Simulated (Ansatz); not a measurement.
# H9NO2Si: the cost of one run

Method: RKS r2SCAN-D4/6-31G*, in Ansatz 0.2.0.

## Step 1: The structure to begin with

Bond lengths: Si1–O2 2.064 Å, Si1–H3 1.464 Å, Si1–H4 1.505 Å, Si1–H5 1.467 Å, Si1–N7 2.126 Å, O2–H10 0.953 Å, N7–H11 1.011 Å, N7–H12 1.012 Å, O9–H13 0.958 Å. Angles: Si1–O2–H10 106.3°, O2–Si1–H3 104.7°, O2–Si1–H4 89.0°, O2–Si1–H5 106.5°, O2–Si1–N7 85.4°, H3–Si1–H4 97.7°, H3–Si1–H5 145.2°, H3–Si1–N7 84.4°, H4–Si1–H5 98.0°, H4–Si1–N7 174.3°, H5–Si1–N7 83.1°, Si1–N7–H11 115.1°, Si1–N7–H12 113.9°, H11–N7–H12 108.4°.

Coordinates:

```xyz
13

Si   -1.0178    0.1888   -1.0678
O    -0.5373   -1.4199    0.1324
H    -0.1894    0.0199   -2.2630
H    -2.2249   -0.5676   -1.5522
H    -1.7135    1.1554   -0.2107
H     0.9830    0.4715    0.9042
N     0.7193    1.0988   -0.2478
H     0.2204   -1.0098    1.0719
O     1.0536   -0.4108    1.8284
H    -1.3519   -1.7036    0.5367
H     0.6259    2.0814   -0.0280
H     1.5518    0.9747   -0.8093
H     1.8808   -0.8786    1.7052
```

## Step 2: A restrained relaxation towards end A

Springs on the bonds that form and break draw the guess towards this end; the thresholds are loose.

Input file input.yaml:

```yaml
crystal:
  periodic: [false, false, false]
  atoms:
    - { symbol: Si, position_ang: [-1.0178, 0.1888, -1.0678] }
    - { symbol: O, position_ang: [-0.5373, -1.4199, 0.1324] }
    - { symbol: H, position_ang: [-0.1894, 0.0199, -2.263] }
    - { symbol: H, position_ang: [-2.2249, -0.5676, -1.5522] }
    - { symbol: H, position_ang: [-1.7135, 1.1554, -0.2107] }
    - { symbol: H, position_ang: [0.983, 0.4715, 0.9042] }
    - { symbol: "N", position_ang: [0.7193, 1.0988, -0.2478] }
    - { symbol: H, position_ang: [0.2204, -1.0098, 1.0719] }
    - { symbol: O, position_ang: [1.0536, -0.4108, 1.8284] }
    - { symbol: H, position_ang: [-1.3519, -1.7036, 0.5367] }
    - { symbol: H, position_ang: [0.6259, 2.0814, -0.028] }
    - { symbol: H, position_ang: [1.5518, 0.9747, -0.8093] }
    - { symbol: H, position_ang: [1.8808, -0.8786, 1.7052] }
basis:
  gaussian: { orbitals: "6-31G*" }
hamiltonian:
  xc: r2scan
  dispersion: d4
relax:
  f_tol: 0.15
  max_steps: 25
  restrain:
    - { distance: [0, 6], at: 3.12, k: 30.0 }
    - { distance: [5, 8], at: 2.27, k: 30.0 }
    - { distance: [7, 1], at: 2.27, k: 30.0 }
    - { distance: [0, 1], at: 1.77, k: 30.0 }
    - { distance: [5, 6], at: 1.02, k: 30.0 }
    - { distance: [7, 8], at: 0.97, k: 30.0 }
```

Started as:

```
> ansatz run input.yaml --threads 2 --pin off --max-ram 3072MiB --backend cpu --events-out ev --progress --plain --runs-dir out
```

Q: Estimate wall time and peak memory on 2 threads of Arm Neoverse V2, shared host.

About 36 s, with a peak of 0.14 GiB.
